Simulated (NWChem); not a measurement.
# AlBrF (SMILES [F][Al][Br]) at UB3LYP/def2-TZVPD

What is the vertical ionisation energy of AlBrF at UB3LYP/def2-TZVPD? 

The calculation is run with NWChem 7.3.0.

## (1) The system as given

The species is AlBrF (3 atoms), meant as a doublet with charge 0. As SMILES, `[F][Al][Br]`. The shape is that of a PBE0-D4/def2-TZVP optimisation.

Bond lengths: F1–Al2 1.648 Å, Al2–Br3 2.266 Å. Angles: F1–Al2–Br3 118.9°.

## (2) A single-point energy at UB3LYP/def2-TZVPD

albrf.nw reads:

```
start albrf
title "AlBrF energy"
memory stack 880 mb heap 220 mb global 1100 mb

geometry units atomic noautosym nocenter noautoz
   F  -2.11649326  1.92109558 -0.96470519
   Al -0.83147949 -0.88476977 -0.54575290
   Br  2.92718577 -1.15878006  1.48570268
end

basis spherical bse
   * library def2-TZVPD
end

dft
   xc b3lyp
   mult 2
   grid fine
   convergence energy 1e-08
   iterations 100
   mulliken
   noprint "final vectors analysis"
end

task dft
```

Run with:

```bash
$ nwchem albrf.nw > albrf.out
```

Log, cut to the lines that bear on the results:

```text
[...]
          Wavefunction type:  spin polarized.
          No. of atoms     :     3
          No. of electrons :    57
[...]
          Charge           :     0
          Spin multiplicity:     2
[...]
          AO basis - number of functions:   140
[...]
              XC Information
              --------------
                         B3LYP Method XC Potential
                     Hartree-Fock (Exact) Exchange  0.200
                        Slater Exchange Functional  0.800 local
                    Becke 1988 Exchange Functional  0.720 non-local
              Lee-Yang-Parr Correlation Functional  0.810
                  VWN I RPA Correlation Functional  0.190 local
[...]
 d= 0,ls=0.0,diis     1  -2916.5439151563 -3.11D+03  4.65D-03  3.25D-01     4.2
[...]
 d= 0,ls=0.0,diis    11  -2916.6369496339 -6.98D-09  1.33D-07  4.48D-10    35.1
[...]
         Total DFT energy =    -2916.636949633897
      One electron energy =    -4444.267619767443
           Coulomb energy =     1455.117364840845
    Exchange-Corr. energy =     -120.567612314636
 Nuclear repulsion energy =      193.080917607337
[...]
      Total Density - Mulliken Population Analysis
     ---------------------------------------------
    Atom       Charge   Shell Charges
 -----------   ------   -------------------------------------------------------
    1 F    9     9.23   0.77  1.20  0.61  0.97  0.34 -0.05  2.28  2.13  0.94  0.02  0.00  0.01  0.00  0.00
    2 Al  13    12.59   2.00  0.64  1.33  0.89  0.40  0.01  2.94  2.19  0.88  0.75  0.18  0.19  0.11 -0.00  0.07
    3 Br  35    35.18   2.00  2.01  1.16  0.78  1.07  0.92  0.01  6.00  5.92  1.37  2.65  1.26  0.01  8.94  1.02  0.03  0.03 -0.00  0.00
[...]
      <S2> =      0.7516 (Exact =     0.7500)
[...]
```

It took 36 s on 1 thread of AMD EPYC 9R45 (Zen 5), shared host; peak memory 0.13 GiB.

## (3) The singlet cation at the same level

albrf.nw reads:

```
start albrf
title "AlBrF"
memory 2200 mb
charge 1

geometry noautosym nocenter noautoz
 F       -1.120000       1.016600      -0.510500
 Al      -0.440000      -0.468200      -0.288800
 Br       1.549000      -0.613200       0.786200
end

basis spherical bse
 F library def2-TZVPD
 Al library def2-TZVPD
 Br library def2-TZVPD
end

dft
 xc b3lyp
 grid fine
 convergence energy 1e-08
 maxiter 100
 mulliken
 print low
end

task dft energy
```

Run with:

```bash
$ nwchem albrf.nw > albrf.out
```

Log, cut to the lines that bear on the results:

```text
[...]
 d= 0,ls=0.0,diis     1  -2915.8472625691 -3.11D+03  2.49D-02  1.06D+01     3.7
[...]
 d= 0,ls=0.0,diis    13  -2916.3049748968 -1.61D-09  1.63D-07  3.45D-10    34.6
         Total DFT energy =    -2916.304974896796
      One electron energy =    -4430.151368335087
           Coulomb energy =     1441.031829026662
    Exchange-Corr. energy =     -120.266367093010
 Nuclear repulsion energy =      193.080931504638
[...]
      Total Density - Mulliken Population Analysis
     ---------------------------------------------
    Atom       Charge   Shell Charges
 -----------   ------   -------------------------------------------------------
    1 F    9     9.12   0.77  1.20  0.62  0.98  0.33 -0.05  2.27  2.11  0.87  0.02  0.00  0.01  0.00  0.00
    2 Al  13    12.03   2.00  0.63  1.34  0.80  0.13  0.00  2.95  2.19  0.88  0.67  0.08  0.18  0.10 -0.01  0.08
    3 Br  35    34.85   2.00  2.01  1.16  0.78  1.11  0.90 -0.00  6.00  5.92  1.34  2.59  1.02 -0.00  8.95  1.02  0.03  0.03  0.00  0.00
[...]
```

Wall time 35 s (1 thread of AMD EPYC 9R45 (Zen 5), shared host); peak memory 0.12 GiB.

## (4) Summary of results

Level: UB3LYP/def2-TZVPD.

```
                                          quantity           value
                       doublet AlBrF: total energy  -2916.63695 Eh
                      doublet AlBrF: dipole moment          1.69 D
                               doublet AlBrF: ⟨S²⟩           0.752
                      singlet cation: total energy  -2916.30497 Eh
vertical ionisation energy (to the singlet cation)        9.033 eV
```

**Reading.** Removing an electron at fixed nuclei costs 9.03 eV (208 kcal/mol). Only the singlet of the ionised species was computed; a triplet could lie lower.
